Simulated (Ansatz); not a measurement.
**GaAs+ (quartet): PBE0, B3LYP over a scan of the distance Ga1–As2, cc-pVDZ**

Aim: run GaAs+ (quartet) with these functionals over a scan of the distance Ga1–As2, and hold them against the top wave-function level at the same points.

Computed with Ansatz 0.2.0, Gaussian basis. Level: cc-pVDZ, all electrons in the functionals.

Plan: PBE0, B3LYP, at 2.128 Å; 2.468 Å; 2.704 Å; 3.004 Å; 3.256 Å; 3.757 Å; 4.338 Å; 4.949 Å; 5.884 Å; 7.386 Å; 9.290 Å.

18 further runs of the same task are left out: 1 for a known fault of the program, 15 that didn't finish, 2 set aside as unsound or not needed. Runs told in other sessions of the task aren't counted.

### Step 1. What is computed

The geometry derives from a PBE0/def2-TZVP stationary point (not a proven minimum). One bond is set to the value named and the two fragments are kept rigid. No spin-orbit coupling is included. The filled d shell of Ga, As may be among the frozen orbitals whatever the setting's name suggests.

2 atoms, charge 1, spin multiplicity 4.

Atoms are counted from 1 here; the program's logs count them from 0.

Bond lengths: Ga1–As2 2.704 Å.

No dispersion term is added. B3LYP takes the VWN-RPA correlation.

The geometry shown and the zero of energy belong to the point 2.704 Å. The yardstick, FCI, and other wave-function levels (R restricted, U unrestricted, valence and pair active spaces) come from earlier runs.

### Step 2. PBE0, 2.128 Å

File in.yaml:

```yaml
crystal:
  periodic: [false, false, false]
  atoms:
    - {symbol: Ga, position_ang: [0.000000, 0.000000, 0.000000]}
    - {symbol: As, position_ang: [0.000000, 0.000000, 2.128000]}
basis:
  gaussian: {orbitals: cc-pVDZ}
total_charge: 1
magnetization: {spin_polarized: true, initial_magnetization: 3}
hamiltonian: {xc: {name: PBE0}}
output: {orbitals: {seedname: orbitals}}
```

Launch:

```
> ansatz run in.yaml --threads 1 --pin off --events-out ev --progress --plain --max-ram 2393MiB
```

Further steps of the session: PBE0, 2.468 Å; PBE0, 2.704 Å; PBE0, 3.004 Å; PBE0, 3.256 Å; PBE0, 3.757 Å; PBE0, 4.338 Å; PBE0, 4.949 Å; PBE0, 5.884 Å; PBE0, 7.386 Å; PBE0, 9.290 Å; B3LYP, 2.128 Å; B3LYP, 2.468 Å; B3LYP, 2.704 Å; B3LYP, 3.004 Å; B3LYP, 3.256 Å; B3LYP, 3.757 Å; B3LYP, 4.338 Å; B3LYP, 4.949 Å; B3LYP, 5.884 Å; B3LYP, 7.386 Å; B3LYP, 9.290 Å.

Before running them: what should the planned runs give, taken together? Wanted: span of the FCI curve; largest miss, PBE0; largest miss, B3LYP.

**Answer**, as computed:

| quantity | value |
| --- | --- |
| span of the FCI curve | 1.381 eV |
| largest miss, PBE0 | +0.340 eV (9.290 Å) |
| largest miss, B3LYP | +0.291 eV (7.386 Å) |

What this shows: Of the functionals, B3LYP keep the smallest largest miss at the points compared (at most 0.291 eV) and PBE0 strays most (0.340 eV, at 9.290 Å). Functionals and the yardstick converge differently with the basis, so part of each miss in cc-pVDZ is the basis.
